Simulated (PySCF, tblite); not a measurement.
**C₁₁H₁₂: geometry, infrared bands and NMR shifts**

Wanted: the infrared bands and NMR shifts of C₁₁H₁₂ (`C=CC[C@H]1Cc2ccccc21`), by calculation.

Computed with tblite 0.8.0 and PySCF 2.14.0, with density-fitted response routines of our own, on a single molecule in the gas phase. Atoms count from 0, in the outputs and in this text.

**1. The starting structure**

23 atoms, charge 0, multiplicity 1; geometry from: force field or distance geometry start.

Bonds of the start (Å): C0–C1 1.34, C1–C2 1.49, C2–C3 1.52, C3–C4 1.58, C4–C5 1.51, C5–C6 1.37, C6–C7 1.39, C7–C8 1.42, C8–C9 1.39, C9–C10 1.37, C10–C3 1.51, C10–C5 1.37, C0–H11 1.08, C0–H12 1.09, C1–H13 1.10, C2–H14 1.09, C2–H15 1.10, C3–H16 1.11, C4–H17 1.09, C4–H18 1.10, C6–H19 1.09, C7–H20 1.10, C8–H21 1.09, C9–H22 1.08.

**2. Geometry optimisation with GFN2-xTB**

Job settings and geometry (Å):

```
{"job": {"kind": "relax", "xc": "GFN2-xTB", "basis": "xTB"}, "charge": 0, "multiplicity": 1}
C      3.710700     0.925400    -0.228400
C      2.968800    -0.181900    -0.097500
C      1.629600    -0.393900    -0.706400
C      0.584800    -0.573000     0.387300
C      0.135300     0.705000     1.193300
C     -1.229900     0.481200     0.592000
C     -2.509400     0.970400     0.539800
C     -3.417600     0.280800    -0.252200
C     -3.023100    -0.872700    -0.972900
C     -1.718000    -1.338900    -0.896100
C     -0.841200    -0.635800    -0.108400
H      4.675500     1.012600     0.239600
H      3.340300     1.776300    -0.796200
H      3.383900    -1.012100     0.492300
H      1.660100    -1.275800    -1.341300
H      1.353900     0.454300    -1.347900
H      0.844700    -1.415600     1.062400
H      0.211100     0.603100     2.274700
H      0.637500     1.638400     0.897100
H     -2.798000     1.851800     1.105600
H     -4.454700     0.631000    -0.322300
H     -3.755700    -1.391300    -1.588500
H     -1.393100    -2.212100    -1.433100
```

Started as:

```console
> OMP_NUM_THREADS=1 python probes_run.py task.json out
```

One launch serves the whole session: the jobs run in the order shown.

**Question.** This job is followed by: GFN2-xTB harmonic vibrations, gas phase; GIAO PBE0/pcSseg-1 NMR shielding, non-relativistic, gas phase. Predict these results of the whole session: strongest single infrared mode (GFN2-xTB); zero-point energy (GFN2-xTB); ¹³C shifts against TMS (PBE0/pcSseg-1); ¹H shifts against TMS (PBE0/pcSseg-1).

**Answer**, as computed:

| quantity | value |
| --- | --- |
| strongest single infrared mode (GFN2-xTB) | 3077 cm⁻¹, 109 km/mol |
| zero-point energy (GFN2-xTB) | 120.2 kcal/mol |
| ¹³C shifts against TMS (PBE0/pcSseg-1) | 155.0, 149.9, 147.5, 132.8, 131.9, 128.3, 126.2, 122.5, 45.9, 44.0, 36.6 ppm |
| ¹H shifts against TMS (PBE0/pcSseg-1) | 7.53, 7.50, 7.39, 7.39, 6.23, 5.45, 5.35, 3.42, 3.28, 3.00, 2.82, 1.88 ppm |

What this shows: Over 42 steps the energy fell by 0.097 eV; of the close pairs, C7–C8 changed most, 1.416 to 1.386 Å. No mode is imaginary among the 63: a minimum at this level. The strongest single mode, at 3077 cm⁻¹, moves mainly H19 and H22. GFN2-xTB is a fitted tight-binding method: band positions and strengths are rough. Its intensities can rank the bands wrongly. NICS(1)zz of -28 ppm above the planar ring from C5 marks a diatropic (aromatic) ring current.
